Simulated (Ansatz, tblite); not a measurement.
# Sn13H20 off sphere (Sn12GeH20): spin states and exact exchange

Aim: set other spin states of Sn13H20 off sphere (Sn12GeH20) against its singlet, on many levels of theory.

The runs use Ansatz 0.2.0, Gaussian basis; as each input shows.

Levels to be run: triplet, at the geometry of the singlet (GFN1-xTB, GFN2-xTB, PBE0-D4/def2-TZVP, PBE-D4/def2-TZVP); the singlet's energies come from earlier runs.

1 further run of the same task is left out (set aside as unsound or not needed).

## Step 1: The relaxed structure

The geometry is that of the singlet, from an earlier relaxation (PBE-D4/def2-SVP).

33 atoms, charge 0, spin multiplicity 1.

Bond lengths: Sn1–Sn9 2.819 Å, Sn1–Sn10 2.817 Å, Sn1–H14 1.738 Å, Sn1–H15 1.737 Å, Sn2–Sn8 2.810 Å, Sn2–Sn11 2.810 Å, Sn2–H16 1.738 Å, Sn2–H17 1.736 Å, Sn3–Sn9 2.815 Å, Sn3–Sn12 2.815 Å, Sn3–H18 1.739 Å, Sn3–H19 1.736 Å, Sn4–Sn8 2.819 Å, Sn4–Sn9 2.818 Å, Sn4–Ge13 2.644 Å, Sn4–H20 1.744 Å, Sn5–Sn10 2.816 Å, Sn5–Ge13 2.644 Å and more. Angles: Sn9–Sn1–Sn10 108.2°, Sn9–Sn1–H14 110.5°, Sn9–Sn1–H15 110.3°, Sn10–Sn1–H14 110.6°, Sn10–Sn1–H15 109.9°, H14–Sn1–H15 107.3°, Sn8–Sn2–Sn11 109.4°, Sn8–Sn2–H16 111.1°, Sn8–Sn2–H17 108.9°, Sn11–Sn2–H16 111.1°, Sn11–Sn2–H17 108.8°, H16–Sn2–H17 107.5°, Sn9–Sn3–Sn12 108.3°, Sn9–Sn3–H18 109.3°, Sn9–Sn3–H19 111.3°, Sn12–Sn3–H18 109.3°, Sn12–Sn3–H19 111.3°, H18–Sn3–H19 107.4° and more.

Sn takes a core potential in the def2 sets. No spin-orbit coupling is included.

## Step 2: Triplet at the fixed geometry, GFN1-xTB

Tight binding, by tblite at 300 K electronic temperature and without a spin-polarisation term:

```python
tblite.interface.Calculator('GFN1-xTB', numbers, positions, charge=0, uhf=2).singlepoint()
```

Energy -1160.8704 eV; 0.16 s.

## Step 3: Triplet at the fixed geometry, GFN2-xTB

Tight binding, by tblite at 300 K electronic temperature and without a spin-polarisation term:

```python
tblite.interface.Calculator('GFN2-xTB', numbers, positions, charge=0, uhf=2).singlepoint()
```

Energy -1020.7814 eV; 0.23 s.

## Step 4: Triplet at the fixed geometry, PBE0-D4/def2-TZVP

Contents of in.yaml:

```yaml
crystal:
  periodic: [false, false, false]
  atoms:
    - {symbol: Sn, position_ang: [0.806939, -4.062781, 0.596301]}
    - {symbol: Sn, position_ang: [-2.627246, 2.628254, -2.574800]}
    - {symbol: Sn, position_ang: [0.925429, -0.926822, -2.706866]}
    - {symbol: Sn, position_ang: [-2.355702, -0.747905, 0.557110]}
    - {symbol: Sn, position_ang: [0.681174, -0.681650, 3.684450]}
    - {symbol: Sn, position_ang: [0.746317, 2.355231, 0.558380]}
    - {symbol: Sn, position_ang: [4.061378, -0.804000, 0.597372]}
    - {symbol: Sn, position_ang: [-4.101380, 0.857421, -0.966219]}
    - {symbol: Sn, position_ang: [-0.789704, -2.438860, -1.064334]}
    - {symbol: Sn, position_ang: [2.381439, -2.381108, 2.217290]}
    - {symbol: Sn, position_ang: [-0.859190, 4.102510, -0.963201]}
    - {symbol: Sn, position_ang: [2.436251, 0.790032, -1.064915]}
    - {symbol: Ge, position_ang: [-0.779739, 0.777803, 2.033705]}
    - {symbol: H, position_ang: [1.813857, -5.108515, -0.359137]}
    - {symbol: H, position_ang: [-0.194460, -5.075764, 1.590790]}
    - {symbol: H, position_ang: [-3.679977, 3.680832, -3.471346]}
    - {symbol: H, position_ang: [-1.705105, 1.709860, -3.723835]}
    - {symbol: H, position_ang: [1.998378, -1.998545, -3.557535]}
    - {symbol: H, position_ang: [0.032501, -0.034248, -3.899020]}
    - {symbol: H, position_ang: [-3.286048, -1.747012, 1.642806]}
    - {symbol: H, position_ang: [-0.366121, -1.616149, 4.709155]}
    - {symbol: H, position_ang: [1.615929, 0.367643, 4.706893]}
    - {symbol: H, position_ang: [1.745895, 3.283483, 1.645409]}
    - {symbol: H, position_ang: [5.110177, -1.809329, -0.356437]}
    - {symbol: H, position_ang: [5.070853, 0.200147, 1.592657]}
    - {symbol: H, position_ang: [-5.145165, -0.137395, -1.935328]}
    - {symbol: H, position_ang: [-5.112260, 1.778850, 0.104667]}
    - {symbol: H, position_ang: [-1.837752, -3.425283, -2.047107]}
    - {symbol: H, position_ang: [3.338377, -3.337623, 3.315355]}
    - {symbol: H, position_ang: [0.135923, 5.147307, -1.931109]}
    - {symbol: H, position_ang: [-1.780864, 5.111936, 0.108725]}
    - {symbol: H, position_ang: [3.422179, 1.838154, -2.048096]}
    - {symbol: H, position_ang: [-1.704781, 1.702027, 2.896718]}
basis:
  gaussian: {orbitals: def2-TZVP, fitting: {mean_field: def2-universal-jkfit}}
magnetization: {spin_polarized: true, initial_magnetization: 2}
hamiltonian: {xc: pbe0, dispersion: d4}
scf: {omitted_lower_state_checks: [starts]}
output: {orbitals: {seedname: orbitals}}
```

Command:

```
> ansatz run in.yaml --threads 2 --pin off --events-out ev --progress --plain --max-ram 32768MiB --backend cuda --devices 0, --max-vram 18GiB
```

What it wrote:

```text
Functional definition: PBE0
  name "PBE0"
  cite "Adamo & Barone, J. Chem. Phys. 110, 6158 (1999) doi:10.1063/1.478522"
  cite "Perdew, Burke & Ernzerhof, Phys. Rev. Lett. 77, 3865 (1996) doi:10.1103/PhysRevLett.77.3865"
  parent pbe
  parameter a = 0.25
  parameter kappa = 0.804
  parameter beta = 0.06672455060314922
  exchange = (1 - a)*pbe_x(kappa = kappa, mu = beta*pi^2/3) + a*exact_x
  correlation = pbe_c(beta = beta)
these checks for a lower state are left out or cut short: starts
3242 factors; integrals over basis functions are off by at most 6.3e-1 eV
mean field evaluation 1: about -126817.5154 eV, gradient 2.1e1 eV
mean field evaluation 2: about -126818.1553 eV, gradient 1.8e1 eV
mean field evaluation 4: about -126819.4249 eV, gradient 3.7e0 eV
mean field evaluation 8: about -126819.5128 eV, gradient 6.7e-1 eV
mean field evaluation 16: about -126819.5347 eV, gradient 1.2e-1 eV
mean field evaluation 32: about -126819.8169 eV, gradient 1.4e-5 eV
mean field -126819.81692086 eV, -4660.5423102822 hartree, gradient 8.0e-6 eV, S^2 2.005484; 0 other end points of the search recorded, 0 dependent functions left out
reference -126819.81702882 eV, -4660.5423142498 hartree; 159, 157 occupied and 609, 611 virtual orbitals, 3242 factors
Total energy: -126821.67519492 eV, -4660.6106005944 hartree
Checks for a lower state left out: starts
```

Run time: 41 s. Hardware: 1 × H100 (card shared with other runs) with 2 threads of AMD EPYC 7R13, shared host; peak host memory 1.5 GiB.

From the report: HOMO -3.10 eV, LUMO -5.63 eV (over both spins; with the spin held, an empty level of the minority spin lies below the top filled one); ⟨S²⟩ 2.005 (pure: 2.00).

## Step 5: Triplet at the fixed geometry, PBE-D4/def2-TZVP

start.molden holds the orbitals of an earlier run on this state, given as this run's starting guess.

in.yaml, as its differences from that of step 4:

```diff
@@ -37,5 +37,5 @@
 basis:
-  gaussian: {orbitals: def2-TZVP, fitting: {mean_field: def2-universal-jkfit}}
+  gaussian: {orbitals: def2-TZVP, fitting: {mean_field: def2-universal-jkfit}, initial_orbitals: start.molden}
 magnetization: {spin_polarized: true, initial_magnetization: 2}
-hamiltonian: {xc: pbe0, dispersion: d4}
+hamiltonian: {xc: pbe, dispersion: d4}
 scf: {omitted_lower_state_checks: [starts]}
```

Same command.

What it wrote:

```text
Functional definition: PBE
  name "PBE"
  cite "Perdew, Burke & Ernzerhof, Phys. Rev. Lett. 77, 3865 (1996) doi:10.1103/PhysRevLett.77.3865"
  parent pbe
  parameter kappa = 0.804
  parameter beta = 0.06672455060314922
  exchange = pbe_x(kappa = kappa, mu = beta*pi^2/3)
  correlation = pbe_c(beta = beta)
these checks for a lower state are left out or cut short: starts
3242 factors; integrals over basis functions are off by at most 6.3e-1 eV
mean field evaluation 1: about -126814.2476 eV, gradient 1.1e1 eV
mean field evaluation 2: about -126814.8100 eV, gradient 7.2e-1 eV
mean field evaluation 4: about -126814.8488 eV, gradient 2.7e-1 eV
mean field evaluation 8: about -126814.8601 eV, gradient 2.1e-2 eV
mean field evaluation 16: about -126814.8601 eV, gradient 1.6e-4 eV
mean field -126814.86011512 eV, -4660.3601510313 hartree, gradient 2.1e-6 eV, S^2 2.002096; 0 other end points of the search recorded, 0 dependent functions left out
reference -126814.86025940 eV, -4660.3601563334 hartree; 159, 157 occupied and 609, 611 virtual orbitals, 3242 factors
Total energy: -126816.87658373 eV, -4660.4342548856 hartree
Checks for a lower state left out: starts
```

It took 25 s on 1 × H100 (card shared with other runs) with 2 threads of AMD EPYC 7R13, shared host; peak host memory 1.4 GiB.

From the report: HOMO -2.73 eV, LUMO -6.02 eV (over both spins; with the spin held, an empty level of the minority spin lies below the top filled one); ⟨S²⟩ 2.002 (pure: 2.00).

## Step 6: Triplet less singlet, vertical

The singlet's energies are those of its earlier runs, whose logs aren't repeated here.

| level | triplet less singlet, vertical (eV) | time |
| --- | --- | --- |
| GFN1-xTB | +2.281 | 0.29 s |
| GFN2-xTB | +1.579 | 0.4 s |
| PBE-D4/def2-TZVP | +3.373 | 34 s |
| PBE0-D4/def2-TZVP | +3.865 | 59 s |

Times add the two runs; a level without a time comes out of a correlated run. Tight binding without a spin term can't rank spin states.

## Step 7: Outcome

| quantity | value |
| --- | --- |
| triplet less singlet, vertical, functionals in def2-TZVP | +3.373 (PBE-D4) to +3.865 eV (PBE0-D4) |

In words: All functionals put the triplet above the singlet, over a spread of 0.492 eV. The checks for a lower triplet were left out, so another state of that spin may lie lower. These are electronic energies, without zero-point motion, entropy or surroundings.
